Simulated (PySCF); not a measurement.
**YSF: a change of charge**

How does YSF respond at fixed geometry? The runs cover a change of charge. It is a constructed species; whether it can be made isn't addressed.

Computed with PySCF 2.14.0. Level: PBE0, Y def2-SVP with ECP28, S def2-SVP, F def2-SVP; scalar-relativistic core potentials, no spin–orbit coupling.

1 further run of the same task is left out (for a known fault of the program).

## (1) The system as given

3 atoms, charge 0, spin multiplicity 1.

Bond lengths: Y1–S2 2.304 Å, Y1–F3 1.987 Å. Angles: S2–Y1–F3 116.9°.

As a file:

```xyz
3
FSY
Y    -0.24994    0.00000   -0.48232
S     1.73411    0.00000    0.68871
F    -1.92446    0.00000    0.58737
```

Formal oxidation states: Y +3. An earlier session relaxed this geometry at PBE0, Y def2-SVP with ECP28, S def2-SVP, F def2-SVP (singlet, point group Cs).

Its energy there is -536.015512 Eh.

## (2) One electron removed, multiplicity 2

Contents of run.py (the lines that set the calculation):

```python
mol = gto.M(atom='''
Y     -0.24994     0.00000    -0.48232
S      1.73411     0.00000     0.68871
F     -1.92446     0.00000     0.58737''',
    basis={'Y': 'def2-SVP', 'S': 'def2-SVP', 'F': 'def2-SVP'},
    ecp={'Y': 'def2-SVP'},
    charge=1, spin=1)
mf = dft.UKS(mol, xc='PBE0')
mf.grids.atom_grid = (50, 194)
mf = mf.density_fit()  # fitting sets: Y def2-universal-JKFIT, S def2-universal-JKFIT, F def2-universal-JKFIT
mf.conv_tol = 1e-08; mf.max_cycle = 55
mf.kernel(dm0)  # dm0: the density of the relaxed state
```

Launch:

```sh
$ OMP_NUM_THREADS=2 python run.py
```

Output:

```text
init E= -536.02796908093
  HOMO = -0.220290273379  LUMO = -0.21220558072  gap/eV = 0.22000
cycle= 1 E= -535.667762641209  delta_E= 0.36  |g|= 0.239  |ddm|= 0.634
  HOMO = -0.556248254264  LUMO = -0.479690010006  gap/eV = 2.08326
cycle= 2 E= -535.664011175669  delta_E= 0.00375  |g|= 0.277  |ddm|= 0.735
  HOMO = -0.49184435027  LUMO = -0.394955710289  gap/eV = 2.63647
cycle= 3 E= -535.715695093491  delta_E= -0.0517  |g|= 0.0715  |ddm|= 0.411
  HOMO = -0.484451944039  LUMO = -0.384152290985  gap/eV = 2.72929
cycle= 4 E= -535.717104138862  delta_E= -0.00141  |g|= 0.0351  |ddm|= 0.0664
  HOMO = -0.481409256722  LUMO = -0.379221148187  gap/eV = 2.78068
cycle= 5 E= -535.717516504272  delta_E= -0.000412  |g|= 0.0137  |ddm|= 0.0402
  HOMO = -0.480867453533  LUMO = -0.377929415385  gap/eV = 2.80109
cycle= 6 E= -535.717635805393  delta_E= -0.000119  |g|= 0.00222  |ddm|= 0.02
  HOMO = -0.480963296388  LUMO = -0.3778577382  gap/eV = 2.80565
cycle= 7 E= -535.717645880755  delta_E= -1.01e-05  |g|= 0.000927  |ddm|= 0.00651
  HOMO = -0.480945398326  LUMO = -0.377827818936  gap/eV = 2.80597
cycle= 8 E= -535.71765088153  delta_E= -5e-06  |g|= 0.000605  |ddm|= 0.00519
  HOMO = -0.480898114529  LUMO = -0.377814678037  gap/eV = 2.80504
cycle= 9 E= -535.717655747338  delta_E= -4.87e-06  |g|= 0.000414  |ddm|= 0.00694
  HOMO = -0.480861862648  LUMO = -0.377804303338  gap/eV = 2.80434
cycle= 10 E= -535.717659742544  delta_E= -4e-06  |g|= 0.000201  |ddm|= 0.00984
  HOMO = -0.480854194737  LUMO = -0.377798993446  gap/eV = 2.80427
cycle= 11 E= -535.717660520873  delta_E= -7.78e-07  |g|= 7.35e-05  |ddm|= 0.00538
  HOMO = -0.480856540732  LUMO = -0.377801113287  gap/eV = 2.80428
cycle= 12 E= -535.717660560586  delta_E= -3.97e-08  |g|= 1.71e-05  |ddm|= 0.00135
  HOMO = -0.480859141875  LUMO = -0.37780269145  gap/eV = 2.80431
cycle= 13 E= -535.717660561066  delta_E= -4.81e-10  |g|= 5.6e-06  |ddm|= 5.6e-05
  HOMO = -0.480861501131  LUMO = -0.377804148686  gap/eV = 2.80433
Extra cycle  E= -535.717660561107  delta_E= -4.13e-11  |g|= 5.14e-06  |ddm|= 1.72e-05
converged SCF energy = -535.717660561107  <S^2> = 0.75397779  2S+1 = 2.0039738
```

Wall time 0.8 s (2 threads of Intel Xeon Platinum 8488C (Sapphire Rapids), shared host).

Read off: E = -535.717661 Eh (+8.105 eV from the relaxed state), HOMO -13.08 eV, LUMO -10.28 eV (over both spins), ⟨S²⟩ = 0.754, Mulliken charge on Y1 +1.28 e. 

## (3) One electron added, multiplicity 2

run.py (the lines that set the calculation): that of step 2 with these lines changed.

```diff
@@ -6,3 +6,3 @@
     ecp={'Y': 'def2-SVP'},
-    charge=1, spin=1)
+    charge=-1, spin=1)
 mf = dft.UKS(mol, xc='PBE0')
```

Launch:

```sh
$ OMP_NUM_THREADS=2 python run.py
```

Output:

```text
init E= -536.026658768808
  HOMO = -0.101215155332  LUMO = -0.0986115693249  gap/eV = 0.07085
cycle= 1 E= -536.049513450845  delta_E= -0.0229  |g|= 0.13  |ddm|= 1.01
  HOMO = 0.0295813612161  LUMO = 0.0990086219191  gap/eV = 1.88921
cycle= 2 E= -536.042958248191  delta_E= 0.00656  |g|= 0.182  |ddm|= 0.847
  HOMO = 0.00619992486221  LUMO = 0.0769937877277  gap/eV = 1.92640
cycle= 3 E= -536.067589732726  delta_E= -0.0246  |g|= 0.0385  |ddm|= 0.346
  HOMO = 0.000506889273606  LUMO = 0.0711571019134  gap/eV = 1.92249
cycle= 4 E= -536.0684412802  delta_E= -0.000852  |g|= 0.00989  |ddm|= 0.0637
  HOMO = -0.00138463120555  LUMO = 0.0692896494306  gap/eV = 1.92315
cycle= 5 E= -536.068522541552  delta_E= -8.13e-05  |g|= 0.00348  |ddm|= 0.0234
  HOMO = -0.00164489535656  LUMO = 0.0689930041021  gap/eV = 1.92216
cycle= 6 E= -536.068532307509  delta_E= -9.77e-06  |g|= 0.00162  |ddm|= 0.00792
  HOMO = -0.00169514612323  LUMO = 0.0689161473884  gap/eV = 1.92143
cycle= 7 E= -536.068534828753  delta_E= -2.52e-06  |g|= 0.00102  |ddm|= 0.00484
  HOMO = -0.00170071884374  LUMO = 0.0688960205328  gap/eV = 1.92104
cycle= 8 E= -536.068535853768  delta_E= -1.03e-06  |g|= 0.000188  |ddm|= 0.00342
  HOMO = -0.00169071609219  LUMO = 0.0689048461856  gap/eV = 1.92100
cycle= 9 E= -536.068535967108  delta_E= -1.13e-07  |g|= 6.27e-05  |ddm|= 0.00117
  HOMO = -0.00168317382176  LUMO = 0.068916670555  gap/eV = 1.92112
cycle= 10 E= -536.068535980757  delta_E= -1.36e-08  |g|= 2.7e-05  |ddm|= 0.000418
  HOMO = -0.00168136803924  LUMO = 0.0689201794604  gap/eV = 1.92117
cycle= 11 E= -536.068535982692  delta_E= -1.94e-09  |g|= 6.87e-06  |ddm|= 0.000156
  HOMO = -0.00168133259653  LUMO = 0.0689206219082  gap/eV = 1.92118
Extra cycle  E= -536.068535982837  delta_E= -1.45e-10  |g|= 4.69e-06  |ddm|= 3.53e-05
converged SCF energy = -536.068535982837  <S^2> = 0.75121173  2S+1 = 2.0012114
```

Run time: 0.7 s. Hardware: 2 threads of Intel Xeon Platinum 8488C (Sapphire Rapids), shared host.

Result: E = -536.068536 Eh (-1.443 eV from the relaxed state), HOMO -0.05 eV, LUMO 1.88 eV (over both spins), ⟨S²⟩ = 0.751, Mulliken charge on Y1 -0.08 e. 

## (4) The states side by side

| state | energy from the relaxed state (eV) | ⟨S²⟩ | time |
| --- | --- | --- | --- |
| charge 0, singlet, vacuum (relaxed) | 0 | 0.00 |  |
| charge -1, doublet, vacuum | -1.44 | 0.75 | 0.7 s |
| charge +1, doublet, vacuum | 8.10 | 0.75 | 0.8 s |

An electron taken off or put on is at rest in vacuum. 

Removing an electron vertically costs 8.10 eV (doublet), against −HOMO = 5.96 eV. Adding an electron vertically releases 1.44 eV (doublet). The bases are small and lack diffuse functions. Spin–orbit coupling is left out.
